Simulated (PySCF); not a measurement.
# GaC (quartet) under other conditions

How does GaC (quartet) answer to another spin, charge, distance or environment?

Method: each script names its method and basis; program: PySCF 2.14.0.

2 further runs of the same task are left out: 2 that didn't finish.

## Step 1: Starting geometry

GaC (quartet): 2 atoms, charge 0, spin multiplicity 4.

Bond lengths: Ga1–C2 1.915 Å.

## Step 2: The run that the others are compared with

File input.py:

```python
from pyscf import gto, scf

mol = gto.M(
    atom='Ga 0 0 0; C 0 0 1.915',
    basis='sbkjc',
    ecp={'Ga': 'sbkjc', 'C': 'sbkjc'},
    charge=0,
    spin=3,
    verbose=4,
)
mf = scf.UHF(mol)
mf.kernel()
mf.dip_moment()
print('orbital energies (hartree):', [e[max(0, n-3):n+3].round(4) for e, n in zip(mf.mo_energy, mol.nelec)])
```

Launch:

```
$ OMP_NUM_THREADS=1 python input.py
```

The log of this run is left out.

In short: E(SCF) = -262.515633 Eh, ⟨S²⟩ = 3.757, μ = 1.27 D.

The bond length is a typed value, not an optimised one. The quartet is typed in the script; nothing here shows that it is the ground state.

## Step 3: Bond 3.83 Å

Variant 1 changes bond length: 1.915 Å → 3.83 Å.

File input.py:

```python
from pyscf import gto, scf

mol = gto.M(
    atom='Ga 0 0 0; C 0 0 3.83',
    basis='sbkjc',
    ecp={'Ga': 'sbkjc', 'C': 'sbkjc'},
    charge=0,
    spin=3,
    verbose=4,
)
mf = scf.UHF(mol)
mf.kernel()
mf.dip_moment()
print('orbital energies (hartree):', [e[max(0, n-3):n+3].round(4) for e, n in zip(mf.mo_energy, mol.nelec)])
```

Launch:

```
$ OMP_NUM_THREADS=1 python input.py
```

## Step 4: PCM, ε = 4.71

Variant 2 changes solvent: none (gas phase) → PCM, ε = 4.71.

Changes to input.py since step 2:

```diff
@@ -1,2 +1,2 @@
-from pyscf import gto, scf
+from pyscf import gto, scf, solvent
 
@@ -11,2 +11,4 @@
 mf = scf.UHF(mol)
+mf = solvent.PCM(mf)
+mf.with_solvent.eps = 4.71
 mf.kernel()
```

## Step 5: Lengths in bohr

Variant 3 changes length unit: angstrom → bohr; bond length: 1.915 Å → 1.915 bohr.

Changes to input.py since step 2:

```diff
@@ -8,2 +8,3 @@
     spin=3,
+    unit='bohr',
     verbose=4,
```

## Step 6: Doublet

Variant 4 changes spin (2S): 3 → 1.

Changes to input.py since step 2:

```diff
@@ -7,3 +7,3 @@
     charge=0,
-    spin=3,
+    spin=1,
     verbose=4,
```

**Question.** What will these runs give? Wanted: for each run, E(SCF); from base; gap, α spin; SCF dipole.

As calculated:

```
                          run  E(SCF) (hartree)  from base (eV)  cycles  gap, α spin (eV)  SCF dipole (D)
                         base       -262.515633               0      17             10.41            1.27
                  bond 3.83 Å       -262.436695         +2.1480      17              6.14            0.03
                PCM, ε = 4.71       -262.520539         -0.1335      17             10.64            1.67
lengths in bohr (poor choice)       -261.124712  not comparable      14             10.05            0.86
                      doublet       -262.405527         +2.9961      28              7.59            3.36
```

What this shows: Of the runs whose energies can be compared, “doublet” moves the SCF energy most (+2.996 eV). A continuum solvent with ε = 4.71 lowers the energy by 0.134 eV. The doublet solution found lies 3.00 eV above the base quartet at this geometry and level. With bond 3.83 Å the frontier gap moves by over 1.5 eV, which can mean another electronic state rather than the bond length alone. Rows marked «poor choice» come from settings spoiled on purpose.
